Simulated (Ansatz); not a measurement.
A run of Ansatz 0.2.0:

File input.yaml:

```yaml
crystal:
  lattice:
    - [3.60358, 0.0, 0.0]
    - [-1.80179, 3.12079, 0.0]
    - [0.0, 0.0, 19.06651]
  atoms:
    - { symbol: Cs, position: [0.0, 0.0, 0.37399] }
    - { symbol: Li, position: [0.66667, 0.33333, 0.01607] }
    - { symbol: Cr, position: [0.0, 0.0, 0.86637], spin: 3.0 }
    - { symbol: Cr, position: [0.33333, 0.66667, 0.16833], spin: 3.0 }
    - { symbol: Te, position: [0.33333, 0.66667, 0.53891] }
    - { symbol: Te, position: [0.66667, 0.33333, 0.77276] }
    - { symbol: S, position: [0.0, 0.0, 0.1003] }
    - { symbol: S, position: [0.33333, 0.66667, 0.9292] }
    - { symbol: S, position: [0.66667, 0.33333, 0.23408] }
hamiltonian:
  xc: pbe
  pseudopotentials: { kind: paw }
magnetization:
  spin_polarized: true
kpoints:
  mp_grid: { grid: [9, 9, 2] }
scf:
  occupations: { method: fermi_dirac, width: 0.05 }
output:
  forces: true
  stress: true
  eigenvalues: true
  write_density: true
  write_potential: true
  elf: true
  volumetric_format: npy
```

Potentials or basis: Ansatz PAW.

The run is started by

```bash
$ ansatz run input.yaml --threads 8 --pin off --max-ram 20480MiB --backend cpu --events-out ev --progress --plain --runs-dir out
```

Hardware: 8 threads of Intel(R) Xeon(R) Platinum 8259CL CPU @ 2.50GHz (Skylake/Cascade Lake), on a shared host.

Problem. Estimate the wall time of this run.

Solution. It took 23 s on 8 threads of Intel(R) Xeon(R) Platinum 8259CL CPU @ 2.50GHz (Skylake/Cascade Lake) (shared host), peak memory 1.4 GiB. Counts: scf iterations 32, plane waves 4167, k points 24, bands 58.
